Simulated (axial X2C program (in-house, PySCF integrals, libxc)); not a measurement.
# A two-component session on SbN⁻: EOM-EA-CCSD levels

Aim: EOM-EA-CCSD levels of SbN⁻, with spin–orbit coupling in the Hamiltonian from the start.

Program: an in-house X2C program for linear molecules on PySCF integrals. Level of theory: two-component X2C with atomic mean-field terms, Sb dyall-acv3z, N dyall-av3z. These are calculated values, not measurements.

### Step 1. Set-up

Input file task.json:

```json
{"zs": [51, 7], "q": -1, "bas": ["dyall-acv3z", "dyall-av3z"], "r0": 1.93, "eom": "ea", "thr": -1.0, "nmax": 92, "grid": [1, 0.96, 1.045, 0.92, 1.09, 1.15], "rq": 0}
```

Keys: zs atomic numbers; q charge; bas basis sets; r0 starting distance in Å; eom kind of EOM run; thr threshold in hartree for freezing inner shells (an s shell follows its p shell); nmax most natural virtual spinors; grid distances as factors.

The run is started by

```bash
python soeom.py task.json out
```

After this run come: EOM-EA-CCSD at 1.808 Å.

What does the calculation give? Wanted: next root led by one particle; T1 of the reference.

**Answer**, as computed:

```
                     quantity                           value
       lowest root at 1.808 Å               Ω = 1/2, 0.430 eV
next root led by one particle  Ω = 3/2, about 280 cm⁻¹ higher
          T1 of the reference                           0.085
```

In words: The added electron is bound by 0.43 eV in a spinor of 41% N pπ, 29% Sb pπ, 20% Sb dπ. Errors of 0.1 to 0.3 eV are usual at this size, and roots led by higher excitations are left out, so the list is incomplete, and low states of that kind can be missing. T1 or the largest double amplitude of the reference is raised, which lowers the reliability.
